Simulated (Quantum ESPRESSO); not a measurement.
Wanted: an ASE script for a Quantum ESPRESSO 7.5 run.

- Task: single point
- Functional: PBE
- Potentials or basis: SSSP 1.3 efficiency PBE
- Cutoff: 748 eV
- Density cutoff: 5987 eV
- k mesh: 7 × 7 × 6
- Occupations: fermi-dirac, width 0.05 eV
- Spin: no spin polarisation
- Mixing beta: 0.5
- Most SCF iterations: 120
- SCF threshold: 8e-10 Ry

The structure of ZrNbP2 lies in ZrNbP2.xyz:

```xyz
4
Lattice="4.3235075800 0.0000000000 0.0000000000 -2.1617537900 3.7442674000 0.0000000000 0.0000000000 0.0000000000 4.8883706400" Properties=species:S:1:pos:R:3 pbc="T T T"
Zr     0.0000000000      0.0000000000      2.6569224685
Nb     0.0000000000      0.0000000000      0.3874923904
P     -0.0000000216      2.4961782791      4.5366834625
P      2.1617538116      1.2480891209      4.5366834625
```

The cell was built by a generator and needn't be a form met in nature.

One way to write it, as run:

run.py

```python
import numpy as np
from ase.calculators.espresso import Espresso, EspressoProfile
from ase.io import read

atoms = read('ZrNbP2.xyz')

input_data = {
    'control': {'calculation': 'scf', 'prefix': 'pwscf', 'outdir': './tmp', 'tprnfor': True, 'tstress': True, 'disk_io': 'nowf'},
    'system': {'ecutwfc': 55.0, 'ecutrho': 440.0, 'nbnd': 25, 'occupations': 'smearing', 'smearing': 'fd', 'degauss': 0.00367493},
    'electrons': {'conv_thr': 8e-10, 'electron_maxstep': 120, 'mixing_beta': 0.5},
}
pseudopotentials = {'P': 'P.pbe-n-rrkjus_psl.1.0.0.UPF', 'Nb': 'Nb.pbe-spn-kjpaw_psl.0.3.0.UPF', 'Zr': 'Zr_pbe_v1.uspp.F.UPF'}
profile = EspressoProfile(command='pw.x', pseudo_dir='pseudo')
dft = Espresso(profile=profile, input_data=input_data, pseudopotentials=pseudopotentials, kpts=(7, 7, 6), koffset=(0, 0, 0))
atoms.calc = dft

print(f'energy {atoms.get_potential_energy():.8f} eV')
print('forces (eV/A)')
print(np.round(atoms.get_forces(), 6))
print('stress (eV/A^3, Voigt)')
print(np.round(atoms.get_stress(), 8))
print(f'Fermi level {dft.get_fermi_level():.4f} eV')
```

Potentials or basis: SSSP 1.3 efficiency PBE.

The run is started by

```sh
$ OMP_NUM_THREADS=1 python run.py
```

Results of the run:

The pressure is 5.4 GPa. The largest force is 3.718 eV/Å. The band gap on the k mesh is none (metal or under the smearing width).

Caveat: forces of over 1 eV/Å show positions far from the minimum, so gaps and moduli don't describe the material at rest.

It took 72 s on 1 thread of Intel(R) Xeon(R) Platinum 8488C (Sapphire Rapids), on a shared host, peak memory 0.38 GiB.
